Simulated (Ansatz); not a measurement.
# MnS: the cost of one run

Program: Ansatz 0.2.0, driven from Python. Level of theory: DFT PBEsol, plane waves, norm-conserving potentials. These are calculated values, not measurements.

### Step 1. Starting point

The structure is cubic, space group Pm-3m (No. 221). The conventional cell has a = 3.099 Å, b = 3.099 Å, c = 3.099 Å, α = 90.00°, β = 90.00°, γ = 90.00°. Mn (site symmetry m-3m) has 8 S at 2.68 Å as nearest neighbours. S (site symmetry m-3m) is surrounded by 8 Mn at 2.68 Å.

The script holds or builds the structure itself.

### Step 2. The script

Input file mns_smear.py:

```python
import ansatz as az
from tabulate import tabulate


def main() -> None:
    lattice = az.Lattice.of(
        [3.09904, 0.0, 0.0],
        [0.0, 3.09904, 0.0],
        [0.0, 0.0, 3.09904],
    )
    sites = [
        ("Mn", [0.5, 0.5, 0.5]),
        ("S", [0.0, 0.0, 0.0]),
    ]
    mns = az.Crystal(lattice=lattice)
    for symbol, position in sites:
        mns = mns.atom(symbol, position)
    mns = mns.moments(Mn=2.8)

    model = (
        mns.calculation()
        .functional("pbesol")
        .pseudopotentials("nc")
        .accuracy("low")
        .kpoints(9, center="gamma")
        .spin("collinear")
        .eigensolver("davidson", full_accuracy=True)
        .scf(algorithm="density_mixing")
        .stress()
    )

    rows = []
    for value in [0.25, 0.15, 0.1, 0.05, 0.025]:
        rep = model.occupations("fermi_dirac", width=value).run().report
        rows.append((value, rep["free_energy_ev"] / len(rep["lattice"]["sites"]), rep["n_iterations"], sum(rep["stress_gpa"][i][i] for i in range(3)) / 3, rep["magnetization_mub"], rep["n_kpoints"]))

    print(tabulate(rows, headers=["width (eV)", "F/atom (eV)", "iterations", "P (GPa)", "moment (muB)", "k-points"], floatfmt=".4f", tablefmt="simple"))

    for row in rows[:-1]:
        shift = 1000 * (row[1] - rows[-1][1])
        print(f"{row[0]}: {shift:+.2f} meV/atom" + ("  (within 2 meV)" if abs(shift) < 2 else ""))


if __name__ == "__main__":
    main()
```

### Step 3. The run

Launch:

```bash
$ python mns_smear.py
```

**Question.** How long does this script take on 1 thread of Arm Neoverse V1, shared host, and how much memory does it need?

About 4.4 min, with a peak of 0.43 GiB.
